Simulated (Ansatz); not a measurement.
# H5InS: the cost of one run

All numbers below are computed with Ansatz 0.2.0 (RKS PBE-D4/def2-SVP).

## 1. The structure to begin with

Bond lengths: S1–In2 2.441 Å, S1–H3 1.361 Å, S1–H4 1.361 Å, In2–H5 1.813 Å, In2–H6 1.816 Å, In2–H7 1.835 Å. Angles: S1–In2–H5 110.6°, S1–In2–H6 110.0°, S1–In2–H7 108.2°, H5–In2–H6 109.7°, H5–In2–H7 109.4°, H6–In2–H7 108.8°, In2–S1–H3 108.4°, In2–S1–H4 108.1°, H3–S1–H4 114.9°.

Structure file:

```xyz
7

S    -0.5422   -1.4537    0.0210
In    0.1205    0.8851   -0.2058
H    -0.9587   -1.6595    1.2999
H     0.5052   -2.2295   -0.3723
H    -0.9532    1.7414   -1.3898
H     0.0358    1.7131    1.4080
H     1.8538    0.9351   -0.8066
```

## 2. Relaxing end A

Contents of input.yaml:

```yaml
crystal:
  periodic: [false, false, false]
  atoms:
    - { symbol: S, position_ang: [-0.5422, -1.4537, 0.021] }
    - { symbol: In, position_ang: [0.1205, 0.8851, -0.2058] }
    - { symbol: H, position_ang: [-0.9587, -1.6595, 1.2999] }
    - { symbol: H, position_ang: [0.5052, -2.2295, -0.3723] }
    - { symbol: H, position_ang: [-0.9532, 1.7414, -1.3898] }
    - { symbol: H, position_ang: [0.0358, 1.7131, 1.408] }
    - { symbol: H, position_ang: [1.8538, 0.9351, -0.8066] }
basis:
  gaussian: { orbitals: def2-SVP }
hamiltonian:
  xc: pbe
  dispersion: d4
relax:
  f_tol: 0.015
  max_steps: 40
output:
  orbitals: {}
```

Command:

```bash
ansatz run input.yaml --threads 1 --pin off --max-ram 2048MiB --backend cpu --events-out ev --progress --plain --runs-dir out
```

**Question.** How long does this run take on 1 thread of Intel Xeon Platinum 8488C (Sapphire Rapids), shared host, and how much memory does it need?

About 19 s, with a peak of 0.13 GiB.
